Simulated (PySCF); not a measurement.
# C2H7NOSi: the cost of one run

Programs: PySCF 2.14.0, with density-fitted response routines of our own. Each step states its level of theory. These are calculated values for one molecule in the gas phase, unless marked as measured. Atoms count from 0, in the outputs and in this text.

**1. The molecule as given**

12 atoms, charge 0, multiplicity 1; geometry from: GFN2-xTB. The atoms were then displaced at random by about 0.01 Å, so the start is not that level's minimum.

Bonds of the start (Å): C0–O1 1.44, O1–C2 1.33, C2–N3 1.29, N3–Si4 1.69, C0–H5 1.07, C0–H6 1.08, C0–H7 1.08, C2–H8 1.09, Si4–H9 1.48, Si4–H10 1.47, Si4–H11 1.45.

**2. Geometry optimisation at PBE0-D3(BJ)/def2-SVP**

What the job is given:

```
{"job": {"xc": "PBE0", "basis": "def2-SVP", "d3": "d3bj", "grid": 1, "shake": 0.01, "kind": "geom"}, "charge": 0, "multiplicity": 1}
C     -1.375210    -0.838240     0.510710
O     -1.662890     0.552010     0.276020
C     -0.678110     1.345550    -0.137420
N      0.571760     1.113590    -0.368420
Si     1.777420    -0.065050    -0.429240
H     -0.648060    -0.933910     1.286900
H     -1.033820    -1.300690    -0.406120
H     -2.324790    -1.246210     0.817180
H     -1.056230     2.365850    -0.229160
H      1.498030    -1.456480    -0.023030
H      2.772980     0.477070     0.506950
H      2.198610    -0.041760    -1.813370
```

Command:

```sh
$ OMP_NUM_THREADS=1 python probes_run.py task.json out
```

The driver reads the jobs from task.json and runs them one after another.

Q: Estimate the wall time and peak memory of this first job on 1 thread of Arm Neoverse V1, shared host.

About 35 s, with a peak of 0.45 GiB.
